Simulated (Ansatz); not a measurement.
# CH₈AlGaOSi: how energies converge with the basis set

The task here is to estimate one member of a computed series from the others.

Method: one geometry, several basis sets; program: Ansatz 0.2.0, Gaussian basis.

Levels to be run: PBE0-D4/def2-SVP; ωB97M-V/def2-SVP; PBE0-D4/def2-QZVPP; ωB97M-V/def2-QZVPP; the functionals' def2-TZVPP values are taken from earlier runs.

## The geometry

All runs share one geometry, relaxed beforehand with PBE0-D4 in a triple-zeta def2 set.

SMILES `[CH3][AlH][O][SiH2][GaH2]`, 13 atoms, charge 0, spin multiplicity 1.

Atoms are counted from 1 here; the program's logs count them from 0.

Bond lengths: C1–Al2 1.942 Å, C1–H6 1.095 Å, C1–H7 1.093 Å, C1–H8 1.095 Å, Al2–O3 1.687 Å, Al2–H9 1.584 Å, O3–Si4 1.628 Å, Si4–Ga5 2.417 Å, Si4–H10 1.495 Å, Si4–H11 1.495 Å, Ga5–H12 1.576 Å, Ga5–H13 1.578 Å. Angles: Al2–C1–H6 110.9°, Al2–C1–H7 112.5°, Al2–C1–H8 111.0°, H6–C1–H7 107.9°, H6–C1–H8 106.5°, H7–C1–H8 107.9°, C1–Al2–O3 118.6°, C1–Al2–H9 124.7°, O3–Al2–H9 116.7°, Al2–O3–Si4 174.5°, O3–Si4–Ga5 112.2°, O3–Si4–H10 110.0°, O3–Si4–H11 109.5°, Ga5–Si4–H10 109.5°, Ga5–Si4–H11 109.5°, H10–Si4–H11 105.9°, Si4–Ga5–H12 121.7°, Si4–Ga5–H13 121.4° and more.

The first run:

Contents of in.yaml:

```yaml
crystal:
  periodic: [false, false, false]
  atoms:
    - {symbol: C, position_ang: [-2.832539, -0.405696, 0.224713]}
    - {symbol: Al, position_ang: [-1.120338, -0.862778, 1.018949]}
    - {symbol: O, position_ang: [0.275524, -0.673196, 0.091212]}
    - {symbol: Si, position_ang: [1.697257, -0.455034, -0.671117]}
    - {symbol: Ga, position_ang: [2.542513, 1.793804, -0.402558]}
    - {symbol: H, position_ang: [-2.847183, 0.641500, -0.094462]}
    - {symbol: H, position_ang: [-3.666459, -0.558258, 0.914177]}
    - {symbol: H, position_ang: [-3.021672, -1.006542, -0.670617]}
    - {symbol: H, position_ang: [-0.926618, -1.406827, 2.493384]}
    - {symbol: H, position_ang: [2.706539, -1.432074, -0.158760]}
    - {symbol: H, position_ang: [1.535684, -0.758209, -2.126253]}
    - {symbol: H, position_ang: [3.897698, 2.252544, -1.063842]}
    - {symbol: H, position_ang: [1.759585, 2.870776, 0.445175]}
basis:
  gaussian: {orbitals: def2-SVP}
hamiltonian: {xc: pbe0, dispersion: d4}
output: {orbitals: {seedname: orbitals}}
```

On the command line:

```console
$ ansatz run in.yaml --threads 2 --pin off --events-out ev --progress --plain --max-ram 22528MiB --backend cpu
```

Among the steps run: PBE0-D4 in def2-SVP; ωB97M-V in def2-SVP; PBE0-D4 in def2-QZVPP; ωB97M-V in def2-QZVPP.

One table of the session follows, with a row left open; its other results are not shown here.

It belongs to the step «Density functionals: the series». 

```
functional       basis  HOMO (eV)  LUMO (eV)
   PBE0-D4    def2-SVP      -7.07      -1.98
   PBE0-D4  def2-TZVPP      -7.09      -1.99
   PBE0-D4  def2-QZVPP      -7.09      -2.01
   ωB97M-V    def2-SVP      -9.07      -0.23
   ωB97M-V  def2-TZVPP          ?          ?
   ωB97M-V  def2-QZVPP      -9.13      -0.39
```

Q: Estimate the row for ωB97M-V, def2-TZVPP from the others.

**Answer.** HOMO (eV): -9.13; LUMO (eV): -0.28.
